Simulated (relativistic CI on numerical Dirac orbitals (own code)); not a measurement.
**Hf⁺ (5d3) in crystal fields: levels and magnetism**

Aim: the levels, ground state and powder susceptibility of Hf⁺ in 6 parametric crystal fields.

Method: Dirac-Coulomb-Breit CI, KLI orbitals optimised for each configuration, model QED (radiative potential, 1s self-energy scaled to tabulated hydrogen-like ionisation energies), valence Slater integrals scaled by 0.7, one configuration in a parametric crystal field. Code: relativistic CI on numerical Dirac orbitals (own code) version 1.

### 1 What is computed

* ion: Hf⁺ (Hf II)
* nuclear charge: 72
* electrons: 71
* open shell: 5d3
* Slater scale: 0.7
* field 1 (cm⁻¹): D3d, 10Dq = 22800, Dsigma = 60, Dtau = 390
* field 2 (cm⁻¹): Td, 10Dq = -12300
* field 3 (cm⁻¹): Oh, 10Dq = 19050
* field 4 (cm⁻¹): Td, 10Dq = -3100
* field 5 (cm⁻¹): Td, 10Dq = -8800
* field 6 (cm⁻¹): Oh, 10Dq = 15050

The outer shells:

[Xe] 4f14 5d3
```
[Xe] core
4f [↑↓][↑↓][↑↓][↑↓][↑↓][↑↓][↑↓]
5d [↑ ][↑ ][↑ ][  ][  ]
```

### 2 Field 1: D3d, 10Dq = 22800, Dsigma = 60, Dtau = 390

Settings of the run:

```ini
atom Hf  Z=72  charge=1  electrons=71
nucleus A=180  rms_radius_fm=5.3470
hamiltonian dirac-coulomb  breit=on  qed=on  c_scale=1
orbitals kli  potential=per-configuration
slater_scale 0.7
correlation none
mixing on
configurations
  [Xe] 4f14 5d3
end
crystal_field D3d 10Dq=22800 Dsigma=60 Dtau=390
```

### 3 Field 2: Td, 10Dq = -12300

Settings: those of step 2 with these lines changed.

```diff
@@ -10,2 +10,2 @@
 end
-crystal_field D3d 10Dq=22800 Dsigma=60 Dtau=390
+crystal_field Td 10Dq=-12300
```

### 4 Field 3: Oh, 10Dq = 19050

Settings: those of step 3 with these lines changed.

```diff
@@ -10,2 +10,2 @@
 end
-crystal_field Td 10Dq=-12300
+crystal_field Oh 10Dq=19050
```

### 5 Field 4: Td, 10Dq = -3100

Settings: those of step 4 with these lines changed.

```diff
@@ -10,2 +10,2 @@
 end
-crystal_field Oh 10Dq=19050
+crystal_field Td 10Dq=-3100
```

### 6 Field 5: Td, 10Dq = -8800

Settings: those of step 5 with these lines changed.

```diff
@@ -10,2 +10,2 @@
 end
-crystal_field Td 10Dq=-3100
+crystal_field Td 10Dq=-8800
```

### 7 Field 6: Oh, 10Dq = 15050

Settings: those of step 6 with these lines changed.

```diff
@@ -10,2 +10,2 @@
 end
-crystal_field Td 10Dq=-8800
+crystal_field Oh 10Dq=15050
```

(Steps that only read results are left out.)

Q: Predict the outcome of this session. Wanted: ground spin; ground doublet.

**Answer**, as computed:

| field | ground state | degeneracy | S | J | first gap (cm⁻¹) | stabilisation (cm⁻¹) | χT at 2 K | χT at 300 K |
| --- | --- | --- | --- | --- | --- | --- | --- | --- |
| 1: D3d | G4 | 2 | 1.49 | 3.40 | 3 | -27241 | 1.488 | 1.690 |
| 2: Td | G8 | 4 | 0.58 | 3.83 | 4757 | -12282 | 0.289 | 0.373 |
| 3: Oh | G8 | 4 | 1.49 | 3.37 | 7384 | -20890 | 1.617 | 1.650 |
| 4: Td | G8 | 4 | 1.46 | 2.16 | 542 | -1306 | 0.149 | 0.385 |
| 5: Td | G8 | 4 | 0.89 | 3.49 | 1773 | -6632 | 0.302 | 0.430 |
| 6: Oh | G8 | 4 | 1.49 | 3.34 | 7278 | -16120 | 1.553 | 1.595 |

χT is in cm³ K/mol; stabilisation counts from the free ion's lowest level; S and J come from the expectation values of their squares.

| quantity | value |
| --- | --- |
| ground spin (effective S from ⟨S²⟩) | 1: 1.49, 2: 0.58, 3: 1.49, 4: 1.46, 5: 0.89, 6: 1.49 |
| χT at 300 K | 0.37 to 1.69 cm³ K/mol |
| ground doublet | field 1, g = 1.89, 3.77, 3.77 |

The ground spin ranges from 0.58 to 1.49 over these fields. The field is a set of parameters, without covalency or charge transfer.
